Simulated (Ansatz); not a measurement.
# Li3Si4: the cost of one run

Computed with Ansatz 0.2.0 (DFT PBE, scalar-relativistic, plane waves, PAW, unless a step's input says otherwise).

## (1) Starting point

The structure is trigonal, space group R3m (No. 160). Conventional cell: a = 5.177 Å, b = 5.177 Å, c = 14.698 Å, α = 90.00°, β = 90.00°, γ = 120.00°. Li (site symmetry m) is surrounded by 2 Li at 1.76 Å and 3 Si at 2.15 to 2.17 Å. Si (site symmetry m) is surrounded by 3 Si at 2.14 to 2.30 Å and 2 Li at 2.15 Å. Si (site symmetry 3m) is surrounded by 3 Li at 2.17 Å and 3 Si at 2.30 Å.

As a file:

```xyz
7
Lattice="2.5887 1.4946 4.8992 -2.5887 1.4946 4.8992 0.0000 -2.9892 4.8992" Properties=species:S:1:pos:R:3 pbc="T T T"
Li   -0.8805    0.5083   10.7161
Li    0.0000   -1.0167   10.7161
Li    0.8805    0.5083   10.7161
Si   -1.5171    0.8759    4.7682
Si    0.0000   -1.7519    4.7682
Si    1.5171    0.8759    4.7682
Si    0.0000    0.0000   12.6305
```

A structure generator made this guess: random cell by space group and Wyckoff sites (R3m, No. 160). The dimensions are guesses.

## (2) Probe: one point on a coarse mesh

File input.yaml:

```yaml
crystal:
  lattice:
    - [2.58873207, 1.49460515, 4.89919684]
    - [-2.58873207, 1.49460515, 4.89919684]
    - [0.0, -2.98921031, 4.89919684]
  atoms:
    - { symbol: Li, position: [0.61573345, 0.95585076, 0.61573345] }
    - { symbol: Li, position: [0.61573345, 0.61573345, 0.95585076] }
    - { symbol: Li, position: [0.95585076, 0.61573345, 0.61573345] }
    - { symbol: Si, position: [0.12907087, 0.71512939, 0.12907087] }
    - { symbol: Si, position: [0.12907087, 0.12907087, 0.71512939] }
    - { symbol: Si, position: [0.71512939, 0.12907087, 0.12907087] }
    - { symbol: Si, position: [0.85935597, 0.85935597, 0.85935597] }
basis:
  ecutwfc: 420
kpoints:
  mp_grid: { grid: [6, 6, 6] }
hamiltonian:
  xc: pbe
scf:
  occupations: { method: gaussian, width: 0.1 }
  lower_state_search: "off"
output:
  forces: true
  stress: true
  eigenvalues: true
```

Started as:

```sh
$ ansatz run input.yaml --threads 1 --pin off --max-ram 2560MiB --backend cpu --events-out ev --progress --plain --runs-dir out
```

**Question.** How long does this run take on 1 thread of Intel Xeon at 2.80GHz (Skylake/Cascade Lake), shared host, and how much memory does it need?

About 6.4 s, with a peak of 0.41 GiB.
